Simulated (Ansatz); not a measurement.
**FH₇N₂OSSi₂: relaxing the structure**

Aim: relax FH₇N₂OSSi₂ from a cheap starting geometry.

Computed with Ansatz 0.2.0, Gaussian basis. Level: RKS PBE0-D4/def2-TZVP.

Levels to be run: relaxation at PBE0-D4/def2-TZVP.

1 further run of the same task is left out (set aside as unsound or not needed).

### 1 The starting structure

SMILES `N[SiH](O)S[SiH](N)F`, 14 atoms, charge 0, spin multiplicity 1.

Atoms are counted from 1 here; the program's logs count them from 0.

Bond lengths: N1–Si2 1.710 Å, N1–H8 1.005 Å, N1–H9 1.005 Å, Si2–O3 1.614 Å, Si2–S4 2.172 Å, Si2–H10 1.459 Å, O3–H11 0.954 Å, S4–Si5 2.117 Å, Si5–N6 1.712 Å, Si5–F7 1.624 Å, Si5–H12 1.445 Å, N6–H13 1.006 Å, N6–H14 1.007 Å. Angles: Si2–N1–H8 118.9°, Si2–N1–H9 119.4°, H8–N1–H9 111.4°, N1–Si2–O3 107.6°, N1–Si2–S4 102.4°, N1–Si2–H10 118.4°, O3–Si2–S4 114.1°, O3–Si2–H10 107.8°, S4–Si2–H10 106.7°, Si2–O3–H11 122.0°, Si2–S4–Si5 101.4°, S4–Si5–N6 109.5°, S4–Si5–F7 111.6°, S4–Si5–H12 107.8°, N6–Si5–F7 101.3°, N6–Si5–H12 122.0°, F7–Si5–H12 104.3°, Si5–N6–H13 119.3° and more.

The start is a GFN2-xTB geometry.

### 2 Relaxation at PBE0-D4/def2-TZVP

in.yaml reads:

```yaml
crystal:
  periodic: [false, false, false]
  atoms:
    - {symbol: N, position_ang: [0.005170, 0.222790, -2.931260]}
    - {symbol: Si, position_ang: [-0.045480, -0.393280, -1.336880]}
    - {symbol: O, position_ang: [1.456670, -0.822310, -0.932520]}
    - {symbol: S, position_ang: [-0.820730, 1.294090, -0.209750]}
    - {symbol: Si, position_ang: [-0.037810, 0.906150, 1.717990]}
    - {symbol: N, position_ang: [-0.651420, -0.584110, 2.295900]}
    - {symbol: F, position_ang: [1.555450, 0.596190, 1.663490]}
    - {symbol: H, position_ang: [0.388800, -0.350430, -3.662230]}
    - {symbol: H, position_ang: [-0.758030, 0.784260, -3.267030]}
    - {symbol: H, position_ang: [-0.923700, -1.524470, -1.056610]}
    - {symbol: H, position_ang: [1.877140, -0.504210, -0.137190]}
    - {symbol: H, position_ang: [-0.138070, 2.125140, 2.487750]}
    - {symbol: H, position_ang: [-1.637860, -0.768380, 2.229610]}
    - {symbol: H, position_ang: [-0.270120, -0.981430, 3.138720]}
basis:
  gaussian: {orbitals: def2-TZVP}
hamiltonian: {xc: pbe0, dispersion: d4}
relax: {f_tol: 0.005, max_steps: 150}
```

On the command line:

```console
> ansatz run in.yaml --threads 2 --pin off --events-out ev --progress --plain --max-ram 32768MiB --backend cuda --devices 0, --max-vram 18GiB
```

**Question.** What will the summary of the whole plan be? Wanted: point group; shift from the start; total energy; dispersion term; dipole moment.

**Answer**, as computed:

| quantity | value |
| --- | --- |
| point group | C1 |
| steps | 34 |
| shift from the start (rms) | 0.477 Å |
| total energy | -34441.6303 eV |
| dispersion term | -369 meV |
| dipole moment | 1.89 D |

The atoms moved 0.48 Å (rms) from the start; the bond that changed most is Si5–H12, from 1.445 to 1.476 Å. No vibrations were run, so it is not proven to be a minimum. The largest Mulliken charge, -0.62 e, sits on N1.
